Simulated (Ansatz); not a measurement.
# CH6OSSi: up Jacob's ladder to CCSD(T)

An exercise on one series of results from a longer session: the logs are not shown, and one member is left open.

The runs use Ansatz 0.2.0, Gaussian basis; functionals in def2-TZVPP, the program's frozen cores in correlated methods.

The runs, in order: LDA (SPW92), PBE-D4, revPBE-D4, BLYP-D4, r2SCAN-D4, B97M-V, PBE0-D4, B3LYP-D4, r2SCANh-D4, r2SCAN0-D4, HSE06-D4, BHLYP-D4, CAM-B3LYP-D4, LC-ωPBE, ωB97X-V, ωB97M-V, B2PLYP, PBE-QIDH; CCSD(T)/def2-SVP; CCSD(T)/def2-TZVPP; MP2/def2-QZVPP; extrapolation to the limit; RPA on PBE.

## The geometry

All runs share one geometry, relaxed beforehand with PBE0-D4 in a triple-zeta def2 set.

SMILES `CS[SiH2]O`, 10 atoms, charge 0, spin multiplicity 1.

Atoms are counted from 1 here; the program's logs count them from 0.

Bond lengths: C1–S2 1.818 Å, C1–H5 1.089 Å, C1–H6 1.090 Å, C1–H7 1.089 Å, S2–Si3 2.119 Å, Si3–O4 1.646 Å, Si3–H8 1.485 Å, Si3–H9 1.481 Å, O4–H10 0.959 Å. Angles: S2–C1–H5 111.0°, S2–C1–H6 110.8°, S2–C1–H7 106.9°, H5–C1–H6 109.9°, H5–C1–H7 109.1°, H6–C1–H7 109.0°, C1–S2–Si3 99.7°, S2–Si3–O4 113.6°, S2–Si3–H8 104.0°, S2–Si3–H9 110.9°, O4–Si3–H8 112.4°, O4–Si3–H9 103.8°, H8–Si3–H9 112.2°, Si3–O4–H10 116.7°.

Set-up of the first run:

File in.yaml:

```yaml
crystal:
  periodic: [false, false, false]
  atoms:
    - {symbol: C, position_ang: [-1.337787, 0.239691, -1.025440]}
    - {symbol: S, position_ang: [-0.766757, -1.193047, -0.062156]}
    - {symbol: Si, position_ang: [0.745344, -0.265425, 1.096705]}
    - {symbol: O, position_ang: [1.995865, 0.321789, 0.201153]}
    - {symbol: H, position_ang: [-0.527283, 0.659985, -1.619197]}
    - {symbol: H, position_ang: [-1.753316, 1.004902, -0.370050]}
    - {symbol: H, position_ang: [-2.119817, -0.118827, -1.693827]}
    - {symbol: H, position_ang: [1.175007, -1.325645, 2.044031]}
    - {symbol: H, position_ang: [0.218718, 0.929464, 1.795495]}
    - {symbol: H, position_ang: [2.453026, -0.303987, -0.363814]}
basis:
  gaussian: {orbitals: def2-TZVPP}
hamiltonian: {xc: lda}
output: {orbitals: {seedname: orbitals}}
```

Started as:

```
$ ansatz run in.yaml --threads 2 --pin off --events-out ev --progress --plain --max-ram 4352MiB
```

Steps of the session up to this table: LDA; PBE-D4 (GGA); revPBE-D4 (GGA); BLYP-D4 (GGA); r2SCAN-D4 (meta-GGA); B97M-V (meta-GGA); B3LYP-D4 (hybrid); r2SCANh-D4 (hybrid); r2SCAN0-D4 (hybrid); HSE06-D4 (hybrid); BHLYP-D4 (hybrid); CAM-B3LYP-D4 (range-separated); LC-ωPBE (range-separated); ωB97X-V (range-separated); ωB97M-V (range-separated); B2PLYP (double hybrid); PBE-QIDH (double hybrid).

One table of the session follows, with a row left open; its other results are not shown here.

It belongs to the step «Frontier levels by functional». 

```
  functional  HOMO (eV)  gap (eV)
 LDA (SPW92)      -5.98      5.13
      PBE-D4      -5.87      5.23
   revPBE-D4      -5.83      5.28
     BLYP-D4      -5.71      5.15
   r2SCAN-D4      -6.13      5.90
      B97M-V      -6.26      5.82
     PBE0-D4      -7.08      7.33
    B3LYP-D4          ?         ?
  r2SCANh-D4      -6.58      6.66
  r2SCAN0-D4      -7.25      7.78
    HSE06-D4      -6.68      6.55
    BHLYP-D4      -8.16      9.21
CAM-B3LYP-D4      -8.40      9.57
     LC-ωPBE      -9.80     12.21
     ωB97X-V      -9.44     11.68
     ωB97M-V      -9.28     11.17
```

Estimate the missing values for B3LYP-D4.

Worked estimate for «HOMO (eV)». Against the share of exact exchange, BLYP-D4 (0, -5.71), BHLYP-D4 (0.5, -8.16) give a slope of -4.90 per unit share; at 0.2 the line stands at -6.69.

As computed: HOMO (eV): -6.84; gap (eV): 6.82. In «HOMO (eV)» the line misses by +0.15.
